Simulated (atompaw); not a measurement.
# Tellurium: generating and testing a PAW (atompaw) potential

Aim: build the potential from the settings below, then test how well it stands in for the atom: scattering, ghost states and the plane-wave cutoff that it needs.

The numbers are computed with atompaw 4.2.0.5 (PBE, scalar-relativistic, spin-unpolarised reference atom).

### Step 1. The design

The settings as typed:

```json
{
 "element": "tellurium (Te, Z = 52)",
 "type": "PAW",
 "frozen core": "[Ar] 3d10",
 "valence charge": "24",
 "reference configuration": "4s2 4p6 4d10 5s2 5p4",
 "partial waves": "4s (bound): rc 1.25 bohr; 5s (bound): rc 1.20 bohr; 4p (bound): rc 1.25 bohr; 5p (bound): rc 1.25 bohr; 4d (bound): rc 1.15 bohr; 4d channel at -1.75 Ry: rc 1.15 bohr",
 "local potential": "ultrasoft scheme with l = 3 at 1 Ry, radius 0.90 bohr",
 "core correction": "smooth core density matched at 0.70 bohr",
 "augmentation charge": "besselshape compensation charge, radius 1.15 bohr; PAW radius 1.25 bohr; waves and projectors: custom polynom gramschmidtortho"
}
```

### Step 2. The generation run

Te.input reads:

```
Te 52
GGA-PBE scalarrelativistic loggrid 1500 logderivrange -14 5 476
5 5 4 0 0 0
5 1 4
0 0 0
c
c
c
v
v
c
c
v
v
c
v
2
1.25 1.15 0.90 0.70
n
n
y
-1.75
n
custom polynom gramschmidtortho besselshape
3 1 ultrasoft
1.25
1.20
1.25
1.25
1.15
1.15
PWSCFOUT
UPFDX 0.0125d0 UPFXMIN -7.d0 UPFZMESH 52.d0
END
```

Command:

```sh
$ atompaw < Te.input > Te.log
```

What does the calculation give? Wanted: cutoffs for 10 and 1 mRy, occupied levels; bound ghosts; largest phase difference near zero energy, channels read; lowest eigenvalue of the overlap; share of valence orbitals outside the PAW sphere; UPF file.

The runs gave:

```
                                                quantity                                      value
               cutoffs for 10 and 1 mRy, occupied levels                          120 Ry and 200 Ry
                                            bound ghosts                             s at -56.29 eV
largest phase difference near zero energy, channels read                                  0.000 rad
         lowest eigenvalue of the overlap (Bessel basis)                                  0.115 (s)
        share of valence orbitals outside the PAW sphere  4s 4 %, 5s 91 %, 4p 8 %, 5p 96 %, 4d 20 %
                                                UPF file                                    written
```

It has a bound ghost (s), a state that the atom doesn't have, and that rules the file out. By its cutoff, 120 Ry for the looser tolerance, it is hard. The slowest occupied level is 4d: taken alone it needs 120 Ry to come within 1 mRy, against 80 Ry for 4p. Near zero energy the phases of the channels with partial waves agree within 0.001 rad. The pseudo curves have a pole with no partner nearby in the atom's: s at -4.14 Ry. These are tests on the free atom; a crystal test is still owed.
